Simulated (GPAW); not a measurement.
# BPd4 (Pmm2) in GPAW: a series of runs

The runs below take BPd4 through band structure, with PBEsol, RPBE.

All numbers are computed with GPAW 26.7.0; they aren't measurements. Logs are shortened: lines on timing, memory, paths and dates and some standing lists are left out, and cuts for length are marked. The log counts tension as positive stress, the text compression.

### 1 The crystal as given

The structure is orthorhombic, space group Pmm2 (No. 25). Conventional cell: a = 2.892 Å, b = 4.365 Å, c = 5.856 Å, α = 90.00°, β = 90.00°, γ = 90.00°. Around Pd (site symmetry mm2) lie 1 B at 1.96 Å. Pd (site symmetry mm2) is surrounded by 2 B at 2.03 Å. Pd (site symmetry mm2) is surrounded by 10 Pd at 2.73 to 3.07 Å. Pd (site symmetry mm2) has 2 B at 2.18 Å as nearest neighbours. Around B (site symmetry mm2) lie 5 Pd at 1.96 to 2.18 Å.

The cell comes from a database or a generator and needn't be the stable form of this composition.

### 2 Band structure, PBEsol

The input, run.py:

```python
from ase.dft.bandgap import bandgap
from ase.io import read, write
from ase.units import GPa
from gpaw import GPAW, PW, setup_paths

setup_paths.insert(0, '.')

atoms = read('BPd4.xyz')

calc = GPAW(mode=PW(800),
            xc='PBEsol',
            kpts={'size': (7, 5, 4), 'gamma': True},
            occupations={'name': 'fermi-dirac', 'width': 0.05},
            nbands=57,
            convergence={'density': 1e-05, 'energy': 1e-05},
            maxiter=150,
            txt='gpaw.txt')
atoms.calc = calc
energy = atoms.get_potential_energy()
forces = atoms.get_forces()
stress = atoms.get_stress()
calc.write('gs.gpw')
write('result.traj', atoms)
print(f'Energy: {energy:.6f} eV')
print('Forces (eV/A):')
print(forces.round(4))
print('Stress (GPa):', (stress / GPa).round(3))
print('Fermi level:', round(calc.get_fermi_level(), 4), 'eV')
print(f'Gap: {bandgap(calc)[0]:.4f} eV, direct: {bandgap(calc, direct=True)[0]:.4f} eV')

path = atoms.cell.bandpath('GXSYGZURTZ,YT,UX,SR', npoints=60, eps=1e-4)
bs_calc = calc.fixed_density(kpts=path, symmetry='off', nbands=79,
                             convergence={'bands': 'CBM+6.0', 'eigenstates': 1e-6}, txt='bands.txt')
bs = bs_calc.band_structure()
bs.write('bs.json')
print(f'Gap on the path: {bandgap(bs_calc)[0]:.4f} eV')
```

The input, BPd4.xyz:

```xyz
5
Lattice="2.8920299704 0.0000000000 0.0000000000 0.0000000000 4.3650077954 0.0000000000 0.0000000000 0.0000000000 5.8563150000" Properties=species:S:1:pos:R:3 pbc="T T T"
Pd     1.4460149852      0.0000000000      1.1570790051
Pd     0.0000000000      0.0000000000      3.6278114530
Pd     0.0000000000      2.1825038977      1.9276880707
Pd     1.4460149852      2.1825038977      5.0807104977
B      1.4460149852      0.0000000000      5.0553292285
```

Potentials or basis: PAW data sets generated in the run's folder for this functional, pw.

On the command line:

```
$ gpaw-setup -f PBEsol B Pd
$ OMP_NUM_THREADS=1 python run.py
```

gpaw.txt:

```text
__  _  _
 | _ |_)|_||  |
 |__||  | ||/\| - 26.7.0

Input parameters:
  mode=PW(ecut=800.0),
  convergence={'density': 1e-05, 'energy': 1e-05},
  kpts=MonkhorstPack(size=(7, 5, 4), gamma=True),
  maxiter=150,
  nbands=57,
  occupations=Occupations(name='fermi-dirac', width=0.05),
  xc=XC(name='PBEsol')

Diagonalizing LCAO Hamiltonian
Converting LCAO to pw mode
    .------.
   /|      |
  / | Pd   |
 *  |      |
 |  B      |
 |  |      |
 PdPd      |
 |  .------.
 | /      /
 |/ Pd   /
 *------*

Atoms  # Å, Bohr magnetons
|   | symbol |        x |        y |        z |    initial magnetic moments |
|---|--------|----------|----------|----------|-----------------------------|
| 0 |     Pd | 1.446015 | 0.000000 | 1.157079 | ( 0.0000,  0.0000,  0.0000) |
| 1 |     Pd | 0.000000 | 0.000000 | 3.627811 | ( 0.0000,  0.0000,  0.0000) |
| 2 |     Pd | 0.000000 | 2.182504 | 1.927688 | ( 0.0000,  0.0000,  0.0000) |
| 3 |     Pd | 1.446015 | 2.182504 | 5.080710 | ( 0.0000,  0.0000,  0.0000) |
| 4 |      B | 1.446015 | 0.000000 | 5.055329 | ( 0.0000,  0.0000,  0.0000) |

Unit cell  # Å
| periodic |        x |        y |        z |  lengths |    angles |
|----------|----------|----------|----------|----------|-----------|
|      yes | 2.892030 | 0.000000 | 0.000000 | 2.892030 | 90.000000 |
|      yes | 0.000000 | 4.365008 | 0.000000 | 4.365008 | 90.000000 |
|      yes | 0.000000 | 0.000000 | 5.856315 | 5.856315 | 90.000000 |

Number of symmetries: 4
Symmetry operations  # r_c * U_cc + t_c -> r_c
|   | kind |            matrix            |
|---|------|------------------------------|
| 0 |  E   |  1, 0, 0,  0, 1, 0,  0, 0, 1 |
| 1 |  σ   |  1, 0, 0,  0,-1, 0,  0, 0, 1 |
| 2 |  σ   | -1, 0, 0,  0, 1, 0,  0, 0, 1 |
| 3 |  C2  | -1, 0, 0,  0,-1, 0,  0, 0, 1 |

BZ-sampling:
  Number of BZ points: 140
  Number of IBZ points: 36

  Monkhorst-Pack size: [7, 5, 4]
  Monkhorst-Pack shift: [0.0, 0.0, 0.125]

K-points  # in reciprocal-cell coordinates
|     |                                coordinates |     weight |
|-----|--------------------------------------------|------------|
|   0 | (  0.00000000,   0.00000000,   0.00000000) | 0.00714286 |
|   1 | (  0.00000000,   0.00000000,   0.25000000) | 0.01428571 |
|   2 | (  0.00000000,   0.00000000,   0.50000000) | 0.00714286 |
|   3 | (  0.00000000,   0.20000000,   0.00000000) | 0.01428571 |
|   4 | (  0.00000000,   0.20000000,   0.25000000) | 0.02857143 |
|   5 | (  0.00000000,   0.20000000,   0.50000000) | 0.01428571 |
|   6 | (  0.00000000,   0.40000000,   0.00000000) | 0.01428571 |
|   7 | (  0.00000000,   0.40000000,   0.25000000) | 0.02857143 |
|   8 | (  0.00000000,   0.40000000,   0.50000000) | 0.01428571 |
|   9 | (  0.14285714,   0.00000000,   0.00000000) | 0.01428571 |
| ... |                                            |            |
|  35 | (  0.42857143,   0.40000000,   0.50000000) | 0.02857143 |

Plane wave coefficients: 3820
Cutoff: 800.0 eV

Spin-components: 1 (collinear spins)
Bands:           57
Projectors:      29
Spin-degeneracy: 2
Datatype:        complex128

Parallelization:
  kpt:    1
  domain: 1
  band:   1

Density:
  Valence electrons: 67.0
  Components: 1
  Grid points: [20 30 40]
  Charge: 0.0  # |e|

Potential:
  Grid points: [20 30 40]

species:
  Pd:
    name:    Palladium
    Z:       46.0
    valence: 16
    core:    30
    charge:  0.0  # [|e|]
    compensation charges:
      type: gauss
      rc: 0.38  # [Å]
      lmax: 2
    cutoffs:
      filter: 2.38  # [Å]
      core: 2.28  # [Å]
    projectors
    | kind |    occ | energy [eV] | rcut [Å] |
    |------|--------|-------------|----------|
    |   5s |  0.000 |      -3.290 |    1.228 |
    |   4p |  6.000 |     -51.151 |    1.360 |
    |   5p |  0.000 |      -0.235 |    1.360 |
    |   4d | 10.000 |      -4.049 |    1.228 |
    |    s |        |      23.922 |    1.228 |
    |    d |        |      23.162 |    1.228 |

    Using partial waves for Pd as LCAO basis

  B:
    name:    Boron
    Z:       5.0
    valence: 3
    core:    2
    charge:  0.0  # [|e|]
    compensation charges:
      type: gauss
      rc: 0.20  # [Å]
      lmax: 2
    cutoffs:
      filter: 1.14  # [Å]
      core: 1.42  # [Å]
    projectors
    | kind |    occ | energy [eV] | rcut [Å] |
    |------|--------|-------------|----------|
    |   2s |  2.000 |      -9.361 |    0.635 |
    |   2p |  1.000 |      -3.555 |    0.635 |
    |    s |        |      17.850 |    0.635 |
    |    p |        |      23.657 |    0.635 |
    |    d |        |       0.000 |    0.635 |

    Using partial waves for B as LCAO basis

Reference energy: -549308.258088  # eV

eigensolver:
  PPCG
  Converge bands: occupied
  niter=2

density mixing:
  MSR1-Mixer
  Pratt-step length: 0.05
  Maximum mixing coefficient: 0.75
  Old densities: 10
  SVD Regularization: 0.005
  Good broyden scale: 1.0
  Trust region scale: 1.0
  Backstep threshold: 4.0
  History deletion threshold: 6.0
  Fourier metric: weight=20.0, sigma=0.015

occupation numbers:
  Fermi-Dirac:
    width: 0.0500  # eV

poisson solver:
  ecut: 6400.0  # eV

xc functional:
  name: PBEsol with 2 nearest neighbor stencil

convergence criteria:
- Maximum integral of absolute [dens]ity change: 1e-05 electrons / valence electron
- Maximum [total energy] change in last 3 cyles: 1e-05 eV / valence electron
- Maximum integral of absolute [eigenst]ate change: 4e-08 eV^2 / valence electron
maximum number of iterations: 150

SCF iterations
|iter     | |      energy | eigst |  dens |
|---------|-|-------------|-------|-------|
|iter:   1| |  -33.246168 | +0.54 |       |
|iter:   2| |  -30.584169 | -1.16 | -0.87 |
|iter:   3| |  -32.740264 | -0.44 | -0.93 |
|iter:   4| |  -26.129084 | -1.13 | -1.03 |
|iter:   5| |  -25.337658 | -1.83 | -1.54 |
|iter:   6| |  -25.279931 | -2.95 | -1.83 |
|iter:   7| |  -25.240594 | -3.09 | -1.97 |
|iter:   8| |  -25.235390 | -3.58 | -2.40 |
|iter:   9| |  -25.233066 | -4.20 | -2.71 |
|iter:  10| |  -25.233077 | -4.81 | -3.26 |
|iter:  11| |  -25.233105c| -5.34 | -3.66 |
|iter:  12| |  -25.233113c| -6.25 | -4.20 |
|iter:  13| |  -25.233116c| -6.89 | -4.60 |
|iter:  14| |  -25.233117c| -7.45c| -5.15c|

Converged in 14 steps
Energy contributions relative to reference atoms: (reference = -549308.258088)

Energy contributions:
  Kinetic:         -22.292470
  Coulomb:           1.595899
  Zero:             -0.620016
  External:          0.000000
  Xc:               -3.905662
  Entropy:          -0.021735
  Spinorbit:         0.000000
  ----------------------------
  Free energy:     -25.243984
  Extrapolated:    -25.233117

dipole moment: (-17.200930, -32.799895, 4.830770)  # |e|*Ang

Fermi level: 7.901
Eigenvalues  # (at kpt = [0.000, 0.000, 0.000])
| band index |      eig [eV] | occ [0-2] |
|------------|---------------|-----------|
|          0 |       -42.674 |     2.000 |
|        ... |               |           |
|         26 |         5.970 |     2.000 |
|         27 |         6.103 |     2.000 |
|         28 |         6.442 |     2.000 |
|         29 |         6.525 |     2.000 |
|         30 |         6.704 |     2.000 |
|         31 |         7.067 |     2.000 |
[... 8 lines left out ...]
|         40 |        16.573 |     0.000 |
|         41 |        17.679 |     0.000 |
|        ... |               |           |
|         56 |        31.187 |     0.000 |

No gap
No difference between direct/indirect transitions

Forces  # eV/Ang
|       x |       y |        z |
|---------|---------|----------|
| 0.00000 | 0.00000 | -0.15901 |  # Pd   0
| 0.00000 | 0.00000 |  0.02346 |  # Pd   1
| 0.00000 | 0.00000 | -0.02422 |  # Pd   2
| 0.00000 | 0.00000 |  0.13978 |  # Pd   3
| 0.00000 | 0.00000 |  0.01996 |  # B    4

Stress tensor  # eV/Ang^3
|        x |        y |        z |
|----------|----------|----------|
| 0.051192 | 0.000000 | 0.000000 |
| 0.000000 | 0.051371 | 0.000000 |
| 0.000000 | 0.000000 | 0.050245 |

# Writing to gs.gpw (mode='')
```

It took 5.7 min on 1 thread of Arm Neoverse V2, shared host; peak memory 0.74 GiB.

What came out:

| Property | Result |
| --- | --- |
| Free energy | -25.2440 eV |
| Pressure | -8.2 GPa |
| Largest force | 0.159 eV/Å |
| Band gap along the path | none (metal or under the smearing width) |

Forces in eV/Å, atoms in the order of the input:
```
Pd   0.000  0.000 -0.159
Pd   0.000  0.000  0.023
Pd   0.000  0.000 -0.024
Pd   0.000  0.000  0.140
B    0.000  0.000  0.020
```

Levels at the corners of the path, in eV from the Fermi level:
| point | band 31 | band 32 | band 33 | band 34 | band 35 | band 36 |
| --- | --- | --- | --- | --- | --- | --- |
| Γ | -1.20 | -0.83 | -0.53 | -0.33 | 0.07 | 0.41 |
| X | -0.61 | -0.31 | 0.40 | 0.44 | 1.76 | 2.51 |
| S | -0.37 | -0.06 | 0.79 | 1.43 | 2.30 | 2.35 |
| Y | -0.99 | -0.86 | -0.86 | -0.76 | -0.45 | 1.32 |
| Γ | -1.20 | -0.83 | -0.53 | -0.33 | 0.07 | 0.41 |
| Z | -1.24 | -1.09 | -0.83 | 0.05 | 1.59 | 1.89 |
| U | -0.58 | -0.30 | -0.01 | 0.55 | 1.54 | 2.38 |
| R | -0.61 | -0.18 | -0.17 | 1.00 | 2.15 | 2.33 |
| T | -0.94 | -0.89 | -0.85 | -0.46 | -0.45 | -0.13 |
| Z | -1.24 | -1.09 | -0.83 | 0.05 | 1.59 | 1.89 |
| Y | -0.99 | -0.86 | -0.86 | -0.76 | -0.45 | 1.32 |
| T | -0.94 | -0.89 | -0.85 | -0.46 | -0.45 | -0.13 |
| U | -0.58 | -0.30 | -0.01 | 0.55 | 1.54 | 2.38 |
| X | -0.61 | -0.31 | 0.40 | 0.44 | 1.76 | 2.51 |
| S | -0.37 | -0.06 | 0.79 | 1.43 | 2.30 | 2.35 |
| R | -0.61 | -0.18 | -0.17 | 1.00 | 2.15 | 2.33 |

### 3 Band structure, RPBE

Edit run.py of step 2 so:

```diff
@@ -2,11 +2,10 @@
 from ase.io import read, write
-from ase.units import GPa
-from gpaw import GPAW, PW, setup_paths
+from ase.units import Bohr, GPa
+from gpaw import GPAW, PW
+from gpaw.elf import elf_from_dft_calculation
 
-setup_paths.insert(0, '.')
-
-atoms = read('BPd4.xyz')
+atoms = read('POSCAR')
 
 calc = GPAW(mode=PW(800),
-            xc='PBEsol',
+            xc='RPBE',
             kpts={'size': (7, 5, 4), 'gamma': True},
@@ -30,2 +29,7 @@
 
+# fields on the real-space grid
+write('density.cube', atoms, data=calc.get_pseudo_density() * Bohr**3)
+write('potential.cube', atoms, data=calc.get_electrostatic_potential())
+write('elf.cube', atoms, data=elf_from_dft_calculation(calc).data)
+
 path = atoms.cell.bandpath('GXSYGZURTZ,YT,UX,SR', npoints=60, eps=1e-4)
```

The input, POSCAR:

```
BPd4
1.0
    2.8920299704      0.0000000000      0.0000000000
    0.0000000000      4.3650077954      0.0000000000
    0.0000000000      0.0000000000      5.8563150000
Pd B
4 1
Direct
    0.5000000000      0.0000000000      0.1975780000
    0.0000000000      0.0000000000      0.6194700000
    0.0000000000      0.5000000000      0.3291640000
    0.5000000000      0.5000000000      0.8675610000
    0.5000000000      0.0000000000      0.8632270000
```

Potentials or basis: the program's PAW data sets (release 1.2.1) made for this functional, pw.

On the command line:

```
$ OMP_NUM_THREADS=1 python run.py
```

It took 5.6 min on 1 thread of Arm Neoverse V2, shared host; peak memory 0.74 GiB.

The run converged. Its results:

```
Free energy             : -19.3305 eV
Pressure                : 3.2 GPa
Largest force           : 0.166 eV/Å
Band gap along the path : none (metal or under the smearing width)
```

Forces in eV/Å, atoms in the order of the input:
```
Pd   0.000  0.000 -0.166
Pd   0.000  0.000 -0.037
Pd   0.000  0.000  0.084
Pd   0.000  0.000  0.062
B    0.000  0.000  0.057
```

Stress tensor (GPa, compression positive):
```
2.95 0.00 0.00
0.00 3.74 0.00
0.00 0.00 2.99
```

Levels at the corners of the path, in eV from the Fermi level:
```
point  band 30  band 31  band 32  band 33  band 34  band 35  band 36  band 37
    Γ    -1.39    -1.23    -0.84    -0.55    -0.29     0.05     0.42     5.26
    X    -0.64    -0.62    -0.33     0.40     0.46     1.78     2.50     3.46
    S    -0.77    -0.39    -0.06     0.77     1.45     2.33     2.40     3.09
    Y    -1.48    -0.99    -0.89    -0.87    -0.74    -0.46     1.41     2.25
    Γ    -1.39    -1.23    -0.84    -0.55    -0.29     0.05     0.42     5.26
    Z    -1.30    -1.25    -1.12    -0.84     0.04     1.58     1.94     4.53
    U    -0.63    -0.58    -0.32    -0.01     0.55     1.54     2.38     2.87
    R    -0.69    -0.62    -0.20    -0.17     1.02     2.23     2.43     2.71
    T    -1.16    -0.96    -0.89    -0.82    -0.48    -0.45    -0.13     3.31
    Z    -1.30    -1.25    -1.12    -0.84     0.04     1.58     1.94     4.53
    Y    -1.48    -0.99    -0.89    -0.87    -0.74    -0.46     1.41     2.25
    T    -1.16    -0.96    -0.89    -0.82    -0.48    -0.45    -0.13     3.31
    U    -0.63    -0.58    -0.32    -0.01     0.55     1.54     2.38     2.87
    X    -0.64    -0.62    -0.33     0.40     0.46     1.78     2.50     3.46
    S    -0.77    -0.39    -0.06     0.77     1.45     2.33     2.40     3.09
    R    -0.69    -0.62    -0.20    -0.17     1.02     2.23     2.43     2.71
```
